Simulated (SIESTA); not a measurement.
CuSn3 under changes of volume

One of the cells (24.926 Å³/atom); the others are scaled copies at fixed shape and fractional positions:

```xyz
4
Lattice="-2.2547 2.2547 4.9030 2.2547 -2.2547 4.9030 2.2547 2.2547 -4.9030" Properties=species:S:1:pos:R:3 pbc="T T T"
Sn    0.0000    0.0000    4.9030
Sn    2.2547    0.0000    2.4515
Sn    0.0000    2.2547    2.4515
Cu    0.0000    0.0000    0.0000
```

The cell comes from a database or a generator and needn't be the stable form of this composition.

| Quantity | Value |
| --- | --- |
| Program | SIESTA 5.4.2 |
| Functional | PBE |
| Potentials or basis | PseudoDojo 0.4 standard (PBE files) |
| Basis | DZP (energy shift 0.003 Ry; two zetas on semicore shells) |
| Grid cutoff | 800 Ry |
| Energy shift | 0.003 Ry |
| k mesh | 8 × 8 × 8 |
| Occupations | fermi-dirac, width 0.05 eV |
| Spin | no spin polarisation |

```tsv
volume (Å³/atom)	energy over the lowest point (meV/atom)	pressure (GPa)
22.971	10.17	3.0
23.460	3.19	1.6
23.948	0.00	0.5
24.926	4.19	-1.7
25.415	10.52	-2.4
25.903	?	?
```

Task: What does the run at 25.903 Å³/atom give?

Result: Energy over the lowest point 19.13 meV/atom; pressure -3.2 GPa.

Worked out: A Birch-Murnaghan fit of order 3 (a polynomial in V^(-2/3)) to the other rows has its minimum at 24.12 Å³/atom with B0 = V·E''(V) = 55 GPa and B' = 5.0 at fixed shape and positions, which overstates the stiffness. It gives 19.35 meV/atom at 25.903 Å³/atom, against the run's 19.13, and -dE/dV = -3.3 GPa, against -3.2.

Energies are extrapolated to zero smearing.

Caveats: short orbitals over semicore shells can move pressures by several GPa; the basis of atomic orbitals isn't converged, which shifts pressures, moduli and gaps.
